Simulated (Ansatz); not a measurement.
**GeNH2+ (triplet): from Hartree-Fock to the top rungs, cc-pVTZ**

The task here is to estimate one member of a computed series from the others.

The runs use Ansatz 0.2.0, Gaussian basis; cc-pVTZ, core rule «outside noble gas», up to 15 orbitals frozen.

The runs, in order: UHF; CCSD(T) on ROHF; CCSD(T) on UHF; BCCD(T) on ROHF; CCSDT(Q) on ROHF; CCSDT(Q) on UHF; CASSCF and MRCISD+Q, 10 electrons in 10 orbitals; CASSCF and NEVPT2, 10 electrons in 10 orbitals.

5 further runs of the same task are left out: 2 for a known fault of the program, 3 set aside as unsound or not needed.

## The system

The geometry is a PBE0/def2-TZVP stationary point (not a proven minimum) of the parent state, kept for this charge and spin. No spin-orbit coupling is included. The filled d shell of Ge may be among the frozen orbitals whatever the setting's name suggests; the logs give the count.

4 atoms, charge 1, spin multiplicity 3.

Atoms are counted from 1 here; the program's logs count them from 0.

Bond lengths: Ge1–N2 1.931 Å, Ge1–H3 1.558 Å, N2–H4 1.027 Å. Angles: N2–Ge1–H3 110.8°, Ge1–N2–H4 110.3°.

The first run:

Input file in.yaml:

```yaml
crystal:
  periodic: [false, false, false]
  atoms:
    - {symbol: Ge, position_ang: [0.002496, 0.044611, 0.321966]}
    - {symbol: N, position_ang: [-0.074202, -0.171566, -1.595492]}
    - {symbol: H, position_ang: [0.284433, -1.318092, 1.022012]}
    - {symbol: H, position_ang: [0.566824, 0.487213, -2.053874]}
basis:
  gaussian: {orbitals: cc-pVTZ}
total_charge: 1
magnetization: {spin_polarized: true, initial_magnetization: 2}
hamiltonian: {xc: hf}
output: {orbitals: {seedname: orbitals}}
```

Command:

```console
ansatz run in.yaml --threads 1 --pin off --events-out ev --progress --plain --max-ram 4096MiB --backend cpu
```

Steps of the session up to this table: UHF; CCSD(T) on ROHF; CCSD(T) on UHF; BCCD(T) on ROHF; CCSDT(Q) on ROHF; CCSDT(Q) on UHF; CASSCF and MRCISD+Q, 10 electrons in 10 orbitals; CASSCF and NEVPT2, 10 electrons in 10 orbitals.

One table of the session follows, with a row left open; its other results are not shown here.

```
          method  from UCCSDT(Q) (meV)
            ROHF               +7931.3
             UHF               +7494.6
            RMP2               +1114.9
            UMP2               +1294.8
           RCCSD                +366.6
           UCCSD                +334.6
        RCCSD(T)                 +55.4
        UCCSD(T)                 +61.5
         BCCD(T)                 +58.6
          RCCSDT                 +25.1
          UCCSDT                 +18.6
       RCCSDT(Q)                  +6.6
       UCCSDT(Q)                     0
  CASSCF valence                     ?
  NEVPT2 valence               +1087.3
  MRCISD valence                +373.9
MRCISD+Q valence                 +82.9
```

Estimate the missing values for CASSCF valence.

**Answer.** from UCCSDT(Q) (meV): +5055.2. In the column «from UCCSDT(Q) (meV)» it lies between UMP2 (+1294.8) and UHF (+7494.6).

Limits of these values: Restricted and unrestricted rows rest on different reference determinants; where their highest levels disagree by more than a few hundredths of an eV, they describe different states and don't form one ladder.
